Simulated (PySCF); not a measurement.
# CH3F6Ge2N ((F3Ge)2NMe): the cost of one run

Computed with PySCF 2.14.0 and routines of our own; the level stands in each step. Atoms count from 0.

## 1. The system as given

13 atoms, charge 0, multiplicity 1; geometry from: GFN2-xTB.

## 2. Magnetic properties: GIAO BP86/def2-SVP

What the job is given:

```
{"job": {"kind": "mag", "xc": "BP86", "basis": "def2-SVP"}, "charge": 0, "multiplicity": 1}
Ge     0.124240     1.708950    -0.379640
F     -1.185360     2.615780     0.222840
F      0.107600     2.028690    -2.051790
F      1.499630     2.426260     0.285750
N      0.042660    -0.071410    -0.148980
C     -0.797510    -0.893790    -1.050140
Ge     0.643160    -0.863530     1.353200
F     -0.577580    -1.815360     2.068510
F      1.860800    -1.994190     0.994670
F      1.271220     0.155810     2.544420
H     -0.857420    -0.402960    -2.022020
H     -1.802870    -1.022520    -0.644420
H     -0.328580    -1.871750    -1.172400
```

With the program's defaults for keys left out, this is: GIAO BP86/def2-SVP magnetisability, rotational g tensor and spin-rotation constants, non-relativistic, gas phase.

The run is started by

```sh
OMP_NUM_THREADS=1 python excited_run.py task.json out
```

This one command runs all jobs of the session in turn.

**Question.** How long does this first job take on 1 thread of Arm Neoverse N1, shared host, and how much memory does it need?

About 94 s, with a peak of 0.79 GiB.
